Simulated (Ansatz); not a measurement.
# GeH7NOSi: the cost of one run

Computed with the Python package of Ansatz 0.2.0. Level of theory: B3LYP/6-31G*.

## 1. The system

Bond lengths: N1–Si2 1.721 Å, Si2–O3 1.723 Å, O3–Ge4 1.873 Å, N1–H5 1.075 Å, N1–H6 1.088 Å, Si2–H7 1.499 Å, Si2–H8 1.443 Å, Ge4–H9 1.486 Å, Ge4–H10 1.506 Å, Ge4–H11 1.596 Å. Angles (14 of 16 angles, heavy atoms first): N1–Si2–O3 108.7°, Si2–O3–Ge4 104.2°, N1–Si2–H7 109.4°, N1–Si2–H8 110.0°, O3–Si2–H7 110.4°, O3–Si2–H8 110.1°, Si2–N1–H5 109.6°, Si2–N1–H6 110.1°, O3–Ge4–H9 107.5°, O3–Ge4–H10 110.8°, O3–Ge4–H11 105.5°, H7–Si2–H8 108.3°, H5–N1–H6 103.0°, H9–Ge4–H10 113.1°.

No structure file is read: the coordinates are typed or built in the script.

## 2. The script

geh7nosi.py reads:

```python
"""Atomisation energy of GeH7NOSi at the given geometry."""

from collections import Counter
import logging
import sys

import ansatz as az
from ase import Atoms

logging.basicConfig(stream=sys.stdout, format="%(levelname)s %(message)s")
log = logging.getLogger("ansatz_job")
log.setLevel(logging.INFO)


def energy(molecule, charge=0, unpaired=0):
    calc = (
        molecule.calculation()
        .basis(gaussian="6-31G*")
        .functional("b3lyp")
    )
    if charge:
        calc = calc.charge(charge)
    if unpaired:
        calc = calc.spin("collinear", total=unpaired)
    report = calc.run(threads=1, pin="off").report
    if report["published_state_doubts"]:
        print("  doubts:", report["published_state_doubts"])
    return report["free_energy_ev"]

atoms = Atoms(["N", "Si", "O", "Ge", "H", "H", "H", "H", "H", "H", "H"], positions=[
    (-1.8435, 1.4578, 0.5485),
    (-0.48, 0.41, 0.6228),
    (-0.0661, -0.0701, -0.9792),
    (1.4559, -1.1397, -0.7604),
    (-2.643, 0.9716, 0.0199),
    (-1.6203, 2.3165, -0.0811),
    (0.6666, 1.1315, 1.2654),
    (-0.7915, -0.7494, 1.4232),
    (1.8598, -1.6244, -2.1062),
    (2.5462, -0.3787, -0.0538),
    (0.9812, -2.3822, 0.1216),
])
molecule = az.Crystal.molecule_from_ase(atoms)

# Hund ground states
unpaired = {"N": 3, "Si": 2, "O": 2, "Ge": 2, "H": 1}
counts = Counter(site.symbol for site in molecule.cartesian_sites)
atom_energy = {s: energy(az.Crystal.molecule().atom(s, (0, 0, 0)), 0, unpaired[s]) for s in counts}
whole = energy(molecule, 0, 0)
for s, e in atom_energy.items():
    log.info(f"{s:2s} x{counts[s]}  {e:14.5f} eV")
log.info(f"GeH7NOSi: {whole:.5f} eV")
split = sum(counts[s] * e for s, e in atom_energy.items()) - whole
log.info(f"atomisation energy (no zero-point term): {96.485332 * split:.1f} kJ/mol, {split / sum(counts.values()):.3f} eV an atom")
```

## 3. The calls as engine input

The engine receives this input (first run):

```yaml
crystal:
  periodic: [false, false, false]
  atoms:
    - { symbol: "N", position_ang: [0.0, 0.0, 0.0] }
basis:
  gaussian:
    orbitals: "6-31G*"
hamiltonian:
  xc: b3lyp
magnetization:
  spin_polarized: true
  initial_magnetization: 3.0
```

## 4. Running it

Started as:

```
$ python geh7nosi.py
```

**Question.** How long does this script take on 1 thread of Arm Neoverse V1, shared host, and how much memory does it need?

About 6.6 s, with a peak of 0.28 GiB.
